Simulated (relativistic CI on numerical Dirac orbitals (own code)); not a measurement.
# Dy XXI (Dy²⁰⁺): levels and lines

The task is the spectrum of Dy²⁰⁺: levels, purity of their labels, lifetimes and lines; further runs change one setting each.

The numbers are computed with relativistic CI on numerical Dirac orbitals (own code) version 4 (Dirac-Coulomb-Breit CI, KLI orbitals optimised for each configuration, model QED (radiative potential, 1s self-energy scaled to tabulated hydrogen-like ionisation energies)), except any that are marked as measured or tabulated.

### Step 1. The system

| Quantity | Value |
| --- | --- |
| ion | Dy²⁰⁺ (Dy XXI) |
| nuclear charge | 66 |
| electrons | 46 |
| isotope | A = 164 |
| first configuration typed | [Kr] 4d10 |

The outer shells:

first configuration typed
```
[Kr] core
4d [↑↓][↑↓][↑↓][↑↓][↑↓]
```

### Step 2. Base run

Settings, as recorded:

```ini
atom Dy  Z=66  charge=20  electrons=46
nucleus A=164  rms_radius_fm=5.2218
hamiltonian dirac-coulomb  breit=on  qed=on  c_scale=1
orbitals kli  potential=per-configuration
slater_scale 1
correlation none
mixing on
configurations
  [Kr] 4d10
  [Kr] 4d9 4f
  [Ar] 3d10 4s2 4p5 4d10 4f
  [Kr] 4d9 5s
  [Ar] 3d10 4s 4p6 4d10 4f
  [Kr] 4d9 5p
  [Kr] 4d9 5d
  [Ar] 3d10 4s2 4p5 4d10 5s
  [Kr] 4d9 5f
  [Kr] 4d9 6s
  [Ar] 3d10 4s2 4p5 4d10 5p
  [Kr] 4d9 6p
  [Kr] 4d9 5g
  [Kr] 4d9 6d
  [Ar] 3d10 4s2 4p5 4d10 5d
  [Ar] 3d10 4s 4p6 4d10 5s
  [Kr] 4d9 6f
  [Kr] 4d9 7s
  [Kr] 4d9 7p
  [Ar] 3d10 4p6 4d10 4f2
  [Ar] 3d10 4p6 4d9 4f3
  [Ar] 3d10 4p5 4d10 4f3
  [Ar] 3d10 4p6 4d9 4f2 5s
  [Ar] 3d10 4p6 4d9 4f2 5p
  [Ar] 3d10 4p6 4d9 4f2 5d
end
```

Command:

```sh
> python run_levels.py task.json out
```

task.json lists these runs, among others, and the program works through them in turn.

### Step 3. Correlation estimate p86

Changes to the settings of step 2:

```diff
@@ -5,3 +5,3 @@
 slater_scale 1
-correlation none
+correlation p86
 mixing on
```

### Step 4. Without the Breit term

Changes to the settings of step 3:

```diff
@@ -2,6 +2,6 @@
 nucleus A=164  rms_radius_fm=5.2218
-hamiltonian dirac-coulomb  breit=on  qed=on  c_scale=1
+hamiltonian dirac-coulomb  breit=off  qed=on  c_scale=1
 orbitals kli  potential=per-configuration
 slater_scale 1
-correlation p86
+correlation none
 mixing on
```

### Step 5. The first configuration alone

Settings, as recorded:

```ini
atom Dy  Z=66  charge=20  electrons=46
nucleus A=164  rms_radius_fm=5.2218
hamiltonian dirac-coulomb  breit=on  qed=on  c_scale=1
orbitals kli  potential=per-configuration
slater_scale 1
correlation none
mixing on
configurations
  [Kr] 4d10
end
```

(Steps that only read results are left out.)

What does the calculation give? Wanted: lowest level; first excitation; lowest level of the other parity; fastest E1 line; ionisation energy.

The runs gave:

| run | time | mean size of shift, levels followed (cm⁻¹) | lowest level | ionisation energy (eV) |
| --- | --- | --- | --- | --- |
| main run | 3.4 s | 0 | 4d10 1S0 | 663.82 |
| correlation estimate p86 | 3.4 s | 942 | 4d10 1S0 | 665.80 |
| without the Breit term | 2.4 s | 2222 | 4d10 1S0 | 664.00 |
| the first configuration alone | 0.058 s | - | 4d10 1S0 | - |

The tabulated theoretical ionisation energy (NIST) is 664 eV.

| quantity | value |
| --- | --- |
| lowest level | 4d10 1S0 |
| first excitation | 4d9 4f 3P°0, 149.36 eV |
| lowest level of the other parity | 4d9 4f 3P°0, 149.36 eV |
| levels in the model | 2682 |
| fastest E1 line (by rate) to the lowest level among the lowest 209 of 2682 levels | 6.105 nm, from 4d9 4f 1P°1 |
| ionisation energy | 663.82 eV |
| ionisation energy, tabulated theoretical (NIST) | 664 eV |

What this shows: 4d10 1S0 comes out lowest; its LS label holds 100 % and its jj label 100 %; over the low levels the means are 69 and 80 %, so jj coupling describes them better. The ionisation energy agrees with the tabulated theoretical value within its uncertainty of 4 eV. The largest mover is «without the Breit term» (2222 cm⁻¹ on average). Lifetimes count radiative decay inside the model alone.
